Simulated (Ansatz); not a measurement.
# Ta4N3: the cost of one run

Computed with Ansatz 0.2.0 (DFT PBEsol, scalar-relativistic, plane waves, PAW, unless a step's input says otherwise).

## Step 1: The structure to begin with

It takes space group I4/mmm (No. 139, tetragonal). Conventional cell: a = 4.406 Å, b = 4.406 Å, c = 8.621 Å, α = 90.00°, β = 90.00°, γ = 90.00°. Ta (site symmetry mmm) has 4 N at 2.16 to 2.20 Å as nearest neighbours. Ta (site symmetry 4mm) has 5 N at 2.21 to 2.27 Å as nearest neighbours. Around N (site symmetry -4m2) lie 6 Ta at 2.16 to 2.21 Å. Around N (site symmetry 4/mmm) lie 6 Ta at 2.20 to 2.27 Å.

Structure file:

```xyz
7
Lattice="-2.2032 2.2032 4.3106 2.2032 -2.2032 4.3106 2.2032 2.2032 -4.3106" Properties=species:S:1:pos:R:3 pbc="T T T"
Ta    2.2032    0.0000    0.0000
Ta    0.0000    0.0000    2.2745
Ta    0.0000    2.2032    0.0000
Ta    0.0000    0.0000    6.3468
N     0.0000    2.2032    2.1553
N     0.0000    0.0000    0.0000
N     2.2032    0.0000    2.1553
```

The structure comes from the Materials Project (structure only).

(A quick probe on a coarse mesh, which set the mesh and smearing, is not shown.)

## Step 3: Rough relaxation on the coarse mesh

input.yaml reads:

```yaml
crystal:
  lattice:
    - [-2.203196, 2.203196, 4.310613]
    - [2.203196, -2.203196, 4.310613]
    - [2.203196, 2.203196, -4.310613]
  atoms:
    - { symbol: Ta, position: [0.0, 0.5, 0.5] }
    - { symbol: Ta, position: [0.26382, 0.26382, 0.0] }
    - { symbol: Ta, position: [0.5, 0.0, 0.5] }
    - { symbol: Ta, position: [0.73618, 0.73618, 0.0] }
    - { symbol: "N", position: [0.75, 0.25, 0.5] }
    - { symbol: "N", position: [0.0, 0.0, 0.0] }
    - { symbol: "N", position: [0.25, 0.75, 0.5] }
basis:
  ecutwfc: 420
kpoints:
  mp_grid: { grid: [6, 6, 6] }
hamiltonian:
  xc: pbesol
scf:
  occupations: { method: gaussian, width: 0.1 }
output:
  forces: true
  stress: true
  eigenvalues: true
relax:
  adjacent_minimum: "off"
  f_tol: 0.05
  max_steps: 80
  cell: { stress_tol: 0.5 }
```

Started as:

```bash
ansatz run input.yaml --threads 2 --pin off --max-ram 5120MiB --backend cpu --events-out ev --progress --plain --runs-dir out
```

What time and memory should one allow on 2 threads of Intel Xeon at 2.50GHz (Skylake/Cascade Lake), shared host?

About 37 s, with a peak of 0.45 GiB.
